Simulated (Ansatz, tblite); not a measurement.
# C₁₄H₁₄F₂O₃S₂: a ladder of methods and basis sets

How do method and basis change the picture of C₁₄H₁₄F₂O₃S₂ (singlet)?

The runs use Ansatz 0.2.0, Gaussian basis; as each input shows.

Levels to be run: GFN1-xTB, GFN2-xTB, PBE-D4/def2-TZVP, r2SCAN-D4/def2-TZVP, CAM-B3LYP-D4/def2-TZVP, BHLYP-D4/def2-TZVP, B3LYP-D4/def2-TZVP, PBE+5HF/def2-SVP, PBE+10HF/def2-SVP, PBE+15HF/def2-SVP, PBE+35HF/def2-SVP, PBE+50HF/def2-SVP, PBE-D4/def2-SVP, PBE0-D4/def2-SVP, HF/STO-3G, MP2/def2-SVP, RPA/def2-SVP.

## (1) The relaxed structure

The geometry is that of the singlet, from an earlier relaxation (PBE-D4/def2-SVP).

SMILES `C[S+](C)c1ccccc1.O=S(=O)([O-])c1ccc(F)cc1F`, 35 atoms, charge 0, spin multiplicity 1.

Bond lengths: C1–S2 1.817 Å, C1–H10 1.105 Å, C1–H11 1.105 Å, C1–H12 1.106 Å, S2–C3 1.813 Å, S2–C4 1.816 Å, C3–H13 1.106 Å, C3–H14 1.106 Å, C3–H15 1.106 Å, C4–C5 1.406 Å, C4–C9 1.404 Å, C5–C6 1.403 Å, C5–H16 1.102 Å, C6–C7 1.403 Å, C6–H17 1.100 Å, C7–C8 1.406 Å, C7–H18 1.101 Å, C8–C9 1.403 Å and more. Angles: S2–C1–H10 104.4°, S2–C1–H11 105.0°, S2–C1–H12 110.5°, H10–C1–H11 108.7°, H10–C1–H12 113.5°, H11–C1–H12 114.1°, C1–S2–C3 101.6°, C1–S2–C4 100.0°, C3–S2–C4 102.4°, S2–C3–H13 103.3°, S2–C3–H14 107.0°, S2–C3–H15 112.8°, H13–C3–H14 110.4°, H13–C3–H15 111.8°, H14–C3–H15 111.2°, S2–C4–C5 112.7°, S2–C4–C9 125.9°, C5–C4–C9 121.3° and more.

PBE0-D4/def2-TZVP was run before; its log isn't repeated, and its numbers join the tables.

## (2) GFN1-xTB

Tight binding, by tblite at 300 K electronic temperature and without a spin-polarisation term:

```python
tblite.interface.Calculator('GFN1-xTB', numbers, positions, charge=0, uhf=0).singlepoint()
```

Energy -1871.2612 eV, HOMO -11.80 eV, LUMO -8.75 eV; 0.074 s.

## (3) GFN2-xTB

Tight binding, by tblite at 300 K electronic temperature and without a spin-polarisation term:

```python
tblite.interface.Calculator('GFN2-xTB', numbers, positions, charge=0, uhf=0).singlepoint()
```

Energy -1774.2965 eV, HOMO -10.29 eV, LUMO -7.60 eV; 0.058 s.

## (4) PBE-D4/def2-TZVP

start.molden holds the orbitals of an earlier run on this state, given as this run's starting guess.

File in.yaml:

```yaml
crystal:
  periodic: [false, false, false]
  atoms:
    - {symbol: C, position_ang: [-0.332087, 2.680218, 0.670197]}
    - {symbol: S, position_ang: [-0.397417, 1.191380, -0.368756]}
    - {symbol: C, position_ang: [0.046374, 1.861093, -1.994398]}
    - {symbol: C, position_ang: [-2.196242, 0.982794, -0.509424]}
    - {symbol: C, position_ang: [-2.671254, -0.133111, 0.201296]}
    - {symbol: C, position_ang: [-4.046804, -0.410706, 0.197704]}
    - {symbol: C, position_ang: [-4.928152, 0.414771, -0.517495]}
    - {symbol: C, position_ang: [-4.440737, 1.525154, -1.228170]}
    - {symbol: C, position_ang: [-3.069204, 1.818437, -1.225035]}
    - {symbol: H, position_ang: [-0.493060, 2.305112, 1.697442]}
    - {symbol: H, position_ang: [0.707702, 3.042845, 0.583933]}
    - {symbol: H, position_ang: [-1.093816, 3.412766, 0.344547]}
    - {symbol: H, position_ang: [1.146041, 1.965820, -1.934215]}
    - {symbol: H, position_ang: [-0.228085, 1.097013, -2.745159]}
    - {symbol: H, position_ang: [-0.446689, 2.827362, -2.208833]}
    - {symbol: H, position_ang: [-1.955020, -0.765164, 0.750474]}
    - {symbol: H, position_ang: [-4.428989, -1.279650, 0.754016]}
    - {symbol: H, position_ang: [-6.006028, 0.192773, -0.523633]}
    - {symbol: H, position_ang: [-5.134393, 2.169405, -1.789445]}
    - {symbol: H, position_ang: [-2.694485, 2.692020, -1.779523]}
    - {symbol: O, position_ang: [0.705364, 0.220845, 2.000303]}
    - {symbol: S, position_ang: [2.089948, 0.413370, 1.436786]}
    - {symbol: O, position_ang: [3.115635, 0.904637, 2.386865]}
    - {symbol: O, position_ang: [2.057713, 1.193186, 0.120939]}
    - {symbol: C, position_ang: [2.635947, -1.248025, 0.947035]}
    - {symbol: C, position_ang: [3.842839, -1.743634, 1.462659]}
    - {symbol: C, position_ang: [4.312945, -3.018341, 1.117943]}
    - {symbol: C, position_ang: [3.549294, -3.796833, 0.240433]}
    - {symbol: F, position_ang: [3.980498, -5.023548, -0.105890]}
    - {symbol: C, position_ang: [2.338355, -3.336771, -0.293395]}
    - {symbol: C, position_ang: [1.898319, -2.060995, 0.071952]}
    - {symbol: F, position_ang: [0.729854, -1.629175, -0.447659]}
    - {symbol: H, position_ang: [4.400174, -1.088383, 2.148831]}
    - {symbol: H, position_ang: [5.256509, -3.416305, 1.516713]}
    - {symbol: H, position_ang: [1.748950, -3.960351, -0.979050]}
basis:
  gaussian: {orbitals: def2-TZVP, fitting: {mean_field: def2-universal-jkfit}, initial_orbitals: start.molden}
hamiltonian: {xc: pbe, dispersion: d4}
scf: {omitted_lower_state_checks: [starts]}
output: {orbitals: {seedname: orbitals}}
```

Started as:

```
$ ansatz run in.yaml --threads 2 --pin off --events-out ev --progress --plain --max-ram 32768MiB --backend cuda --devices 0, --max-vram 18GiB
```

After this run come: r2SCAN-D4/def2-TZVP; CAM-B3LYP-D4/def2-TZVP; BHLYP-D4/def2-TZVP; B3LYP-D4/def2-TZVP; PBE+5HF/def2-SVP; PBE+10HF/def2-SVP; PBE+15HF/def2-SVP; PBE+35HF/def2-SVP; PBE+50HF/def2-SVP; PBE-D4/def2-SVP; PBE0-D4/def2-SVP; HF/STO-3G; MP2/def2-SVP; RPA/def2-SVP.

Before running them: what should the planned runs give, taken together? Wanted: gap in def2-TZVP, named functionals, smallest and largest; gap over the share of exact exchange; correlation energy, MP2/def2-SVP; binding an atom, functionals in def2-TZVP; PBE0 total energy, smallest basis above largest.

**Answer**, as computed:

```
                                                 quantity                                     value
gap in def2-TZVP, named functionals, smallest and largest  2.73 eV (PBE-D4), 7.42 eV (CAM-B3LYP-D4)
                     gap over the share of exact exchange              2.46 eV at 0, 7.23 eV at 0.5
                         correlation energy, MP2/def2-SVP                                 -83.10 eV
                binding an atom, functionals in def2-TZVP       4.44 (BHLYP-D4) to 4.85 eV (PBE-D4)
          PBE0 total energy, smallest basis above largest            38.64 eV (def2-SVP, def2-TZVP)
```

What this shows: Over the named functionals in def2-TZVP the gap runs from 2.73 eV (PBE-D4) to 7.42 eV (CAM-B3LYP-D4); exact exchange widens it. Raising the share of exact exchange from 0 to 0.5 moves the HOMO by -3.09 eV and the LUMO by +1.67 eV.
